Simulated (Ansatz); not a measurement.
This script for the Python package of Ansatz (0.2.0) starts 3 runs on LiMg₂, space group P-3m1. What input does the engine get in each?

The script, `limg2_drho.py`:
```python
"""Density difference of LiMg2 against its sublattices."""

import ansatz
import numpy as np

vectors0 = np.array([
    [3.149946, 0.0, 0.0],
    [-1.574973, 2.727933, 0.0],
    [0.0, 0.0, 15.229897],
])
sites = [
    ("Li", [1 / 3, 2 / 3, 0.582483]),
    ("Li", [2 / 3, 1 / 3, 0.417517]),
    ("Mg", [1 / 3, 2 / 3, 0.915979]),
    ("Mg", [2 / 3, 1 / 3, 0.746122]),
    ("Mg", [1 / 3, 2 / 3, 0.253878]),
    ("Mg", [2 / 3, 1 / 3, 0.084021]),
]


def crystal_on(cell):
    crystal = ansatz.Crystal(lattice=ansatz.Lattice.of(cell))
    for symbol, position in sites:
        crystal = crystal.atom(symbol, position)
    return crystal


def main() -> None:
    # one cutoff and one grid for all runs, so that the fields can be subtracted
    def solve(crystal):
        return (
            crystal.calculation()
            .functional("pbesol", dispersion="D3(BJ)")
            .occupations("gaussian", width=0.1)
            .basis(460, grid_basis="typed")
            .kpoints(8, 8, 2)
            .density()
            .run(threads=1)
        )


    whole = solve(crystal_on(vectors0))
    difference = whole.density().channels[0].density_e_per_ang3.copy()
    binding = whole.report["free_energy_ev"]
    for element in ["Li", "Mg"]:
        part = ansatz.Crystal(lattice=ansatz.Lattice.of(vectors0))
        for symbol, position in sites:
            if symbol == element:
                part = part.atom(symbol, position)
        alone = solve(part)
        difference -= alone.density().channels[0].density_e_per_ang3
        binding -= alone.report["free_energy_ev"]
        print(f"{element} sublattice: {alone.report['n_electrons']:g} electrons, {alone.report['n_iterations']} iterations")

    voxel = abs(np.linalg.det(vectors0)) / difference.size
    print(f"energy of the crystal less its unpolarised sublattices: {binding / len(sites):.4f} eV/atom")
    print(f"net charge of the difference {difference.sum() * voxel:.5f} e, charge rearranged {0.5 * np.abs(difference).sum() * voxel:.3f} e")
    print(f"extremes {difference.min():.4f} and {difference.max():.4f} e/A^3")
    for (symbol, position) in sites:
        index = tuple(int(round(p * n)) % n for p, n in zip(position, difference.shape))
        print(f"  change of the pseudo-density at the grid point nearest {symbol}: {difference[index]:+.4f} e/A^3")
    profile = difference.mean(axis=(0, 1))
    print("planar mean along the third vector:", np.round(profile[:: max(len(profile) // 12, 1)], 4))


if __name__ == "__main__":
    main()
```

Run 1:
```yaml
crystal:
  lattice:
    - [3.149946, 0.0, 0.0]
    - [-1.574973, 2.727933, 0.0]
    - [0.0, 0.0, 15.229897]
  atoms:
    - { symbol: Li, position: [0.3333333333333333, 0.6666666666666666, 0.582483] }
    - { symbol: Li, position: [0.6666666666666666, 0.3333333333333333, 0.417517] }
    - { symbol: Mg, position: [0.3333333333333333, 0.6666666666666666, 0.915979] }
    - { symbol: Mg, position: [0.6666666666666666, 0.3333333333333333, 0.746122] }
    - { symbol: Mg, position: [0.3333333333333333, 0.6666666666666666, 0.253878] }
    - { symbol: Mg, position: [0.6666666666666666, 0.3333333333333333, 0.084021] }
basis:
  ecutwfc: 460.0
  fft_grid_basis: typed
kpoints:
  mp_grid:
    grid: [8, 8, 2]
hamiltonian:
  xc: pbesol
  dispersion: d3bj
scf:
  occupations:
    method: gaussian
    width: 0.1
output:
  write_density: true
```

Run 2, against run 1:
```diff
-    - { symbol: Mg, position: [0.3333333333333333, 0.6666666666666666, 0.915979] }
-    - { symbol: Mg, position: [0.6666666666666666, 0.3333333333333333, 0.746122] }
-    - { symbol: Mg, position: [0.3333333333333333, 0.6666666666666666, 0.253878] }
-    - { symbol: Mg, position: [0.6666666666666666, 0.3333333333333333, 0.084021] }
```

Run 3, against run 1:
```diff
-    - { symbol: Li, position: [0.3333333333333333, 0.6666666666666666, 0.582483] }
-    - { symbol: Li, position: [0.6666666666666666, 0.3333333333333333, 0.417517] }
```

```console
$ python limg2_drho.py
Li sublattice: 6 electrons, 6 iterations
Mg sublattice: 40 electrons, 7 iterations
energy of the crystal less its unpolarised sublattices: -0.2811 eV/atom
net charge of the difference 0.00000 e, charge rearranged 0.253 e
extremes -0.0282 and 0.0193 e/A^3
  change of the pseudo-density at the grid point nearest Li: -0.0124 e/A^3
  change of the pseudo-density at the grid point nearest Li: -0.0124 e/A^3
  change of the pseudo-density at the grid point nearest Mg: +0.0003 e/A^3
  change of the pseudo-density at the grid point nearest Mg: +0.0016 e/A^3
  change of the pseudo-density at the grid point nearest Mg: +0.0016 e/A^3
  change of the pseudo-density at the grid point nearest Mg: +0.0003 e/A^3
planar mean along the third vector: [ 0.0013 -0.0017  0.0022 -0.0071  0.0122 -0.0049 -0.002  -0.0049  0.0122
 -0.0071  0.0022 -0.0017]
```

Notes:
- Dispersion corrections can be off by several per cent in the lattices of metals, and by several GPa in the pressure at a fixed cell.
- The mesh is modest for a metal, so energies can be off by several to tens of meV an atom and pressures by half a GPa or more; differences at equal mesh fare better.
- Densities and potentials on the grid are those of the valence electrons, and inside the cores they hang on the potentials used.
- The structure comes from a database of computed cells and needn't be a stable or known phase.
- Charge moved counts every rearrangement, bonding and polarisation too, and is no transfer between atoms; the bare sublattices are artificial references. Values near the nuclei depend on the potentials.
- Finished in 7.7 s on 1 thread of Arm Neoverse V2, with other jobs on the host, peak memory 0.42 GiB.
